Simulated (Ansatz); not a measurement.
# (111) superlattice of 2 and 10 atomic planes of GaN and AlN, in-plane a of AlN, 12 atoms

Wanted: the effect of changed settings on energy, forces, pressure and convergence.

Method: density functional theory in Ansatz 0.2.0, PAW datasets, plane waves.

1 further run of the same task is left out (it didn't finish).

**1. Starting point**

12 atoms (1 Ga, 5 Al, 6 N); a = 3.096 Å, b = 3.096 Å, c = 15.287 Å, α = 90.00°, β = 90.00°, γ = 120.00°. All atoms were shaken off their sites by about 0.04 Å along each axis.

Coordinates:

```
Ga Al N
1.0
     2.18886   -2.18886    0.00000
     0.00000    2.18886   -2.18886
     8.82568    8.82568    8.82568
Ga Al N
1 5 6
Direct
  0.98148 0.97461 0.99670
  0.00976 0.01783 0.50457
  0.31057 0.65487 0.17344
  0.34576 0.66678 0.66622
  0.65643 0.32698 0.33657
  0.66423 0.32753 0.83294
  0.99177 0.00487 0.13025
  0.00817 0.99611 0.63116
  0.31859 0.65293 0.29477
  0.34600 0.66629 0.79492
  0.64638 0.34448 0.45714
  0.63951 0.33910 0.95592
```

**2. PBEsol on the given atoms**

Input file in.yaml:

```yaml
crystal:
  lattice:
    - [2.188861, -2.188861, 0.000000]
    - [0.000000, 2.188861, -2.188861]
    - [8.825677, 8.825677, 8.825677]
  atoms:
    - { symbol: Ga, position: [0.981479, 0.974605, 0.996705] }
    - { symbol: Al, position: [0.009761, 0.017830, 0.504570] }
    - { symbol: Al, position: [0.310575, 0.654868, 0.173435] }
    - { symbol: Al, position: [0.345763, 0.666785, 0.666225] }
    - { symbol: Al, position: [0.656427, 0.326979, 0.336567] }
    - { symbol: Al, position: [0.664228, 0.327529, 0.832938] }
    - { symbol: N, position: [0.991774, 0.004867, 0.130248] }
    - { symbol: N, position: [0.008175, 0.996112, 0.631161] }
    - { symbol: N, position: [0.318585, 0.652930, 0.294772] }
    - { symbol: N, position: [0.346003, 0.666293, 0.794923] }
    - { symbol: N, position: [0.646378, 0.344480, 0.457144] }
    - { symbol: N, position: [0.639507, 0.339105, 0.955919] }
kpoints:
  mp_grid: { grid: [4, 4, 1] }
hamiltonian:
  xc: pbesol
scf:
  occupations: { method: fermi_dirac, width: 0.01 }
output:
  forces: true
  eigenvalues: true
  stress: true
  populations: true
  write_density: true
  write_potential: true
  elf: true
  volumetric_format: npy
```

Started as:

```bash
> ansatz run in.yaml --threads 8 --pin off --max-ram 13300MiB --runs-dir r --events-out ev --progress --plain
```

**3. Run again with at most 14 cycles**

Changes to in.yaml since step 2:

```diff
@@ -24,2 +24,3 @@
   occupations: { method: fermi_dirac, width: 0.01 }
+  max_iter: 14
 output:
@@ -28,3 +29,2 @@
   stress: true
-  populations: true
   write_density: true
```

**4. Changed settings: xc grid 2**

Changes to in.yaml since step 3:

```diff
@@ -20,2 +20,3 @@
   mp_grid: { grid: [4, 4, 1] }
+basis: { xc_grid: 2 }
 hamiltonian:
@@ -24,3 +25,3 @@
   occupations: { method: fermi_dirac, width: 0.01 }
-  max_iter: 14
+  max_iter: 100
 output:
```

**5. Changed settings: accuracy high**

Changes to in.yaml since step 4:

```diff
@@ -1 +1,2 @@
+accuracy: high
 crystal:
@@ -20,3 +21,2 @@
   mp_grid: { grid: [4, 4, 1] }
-basis: { xc_grid: 2 }
 hamiltonian:
@@ -25,3 +25,3 @@
   occupations: { method: fermi_dirac, width: 0.01 }
-  max_iter: 100
+  max_iter: 60
 output:
@@ -30,5 +30 @@
   stress: true
-  write_density: true
-  write_potential: true
-  elf: true
-  volumetric_format: npy
```

**6. Variant: functional PBE, cutoff 120 eV**

Changes to in.yaml since step 5:

```diff
@@ -1,2 +1 @@
-accuracy: high
 crystal:
@@ -21,7 +20,8 @@
   mp_grid: { grid: [4, 4, 1] }
+basis: { ecutwfc: 120 }
 hamiltonian:
-  xc: pbesol
+  xc: pbe
 scf:
   occupations: { method: fermi_dirac, width: 0.01 }
-  max_iter: 60
+  max_iter: 70
 output:
```

**7. Changed settings: smearing width 0.5 eV, xc grid 3, at most 4 cycles**

Changes to in.yaml since step 6:

```diff
@@ -20,8 +20,8 @@
   mp_grid: { grid: [4, 4, 1] }
-basis: { ecutwfc: 120 }
+basis: { xc_grid: 3 }
 hamiltonian:
-  xc: pbe
+  xc: pbesol
 scf:
-  occupations: { method: fermi_dirac, width: 0.01 }
-  max_iter: 70
+  occupations: { method: fermi_dirac, width: 0.5 }
+  max_iter: 4
 output:
@@ -30 +30,5 @@
   stress: true
+  write_density: true
+  write_potential: true
+  elf: true
+  volumetric_format: npy
```

Before running it: what results should come out? Wanted: for each run, settings; status; energy from base; forces from base.

**Answer**, as computed:

| settings | status | cycles | time | energy from base (meV/atom) | forces from base (eV/Å rms) | filled to empty level on the mesh (eV) |
| --- | --- | --- | --- | --- | --- | --- |
| base | converged | 8 | 1.9 s (8 CPU threads) | 0 | 0 | 2.01 |
| at most 14 cycles | converged | 8 | 0.8 s (8 CPU threads) | 0.0 | 0.000 | 2.01 |
| xc grid 2 | converged | 8 | 0.8 s (8 CPU threads) | 0.0 | 0.000 | 2.01 |
| accuracy high | converged | 10 | 0.8 s (8 CPU threads) | 0.0 | 0.000 | 2.01 |
| functional PBE, cutoff 120 eV | converged, settings too loose | 18 | 0.4 s (8 CPU threads) | - | 0.421 | - |
| smearing width 0.5 eV, xc grid 3, at most 4 cycles | not converged | - | 0.7 s (8 CPU threads) | - | - | - |

**What this shows.** Among these variants the forces move most with functional PBE, cutoff 120 eV (0.421 eV/Å rms). 1 of 5 variants gave no result: smearing width 0.5 eV, xc grid 3, at most 4 cycles (not converged).
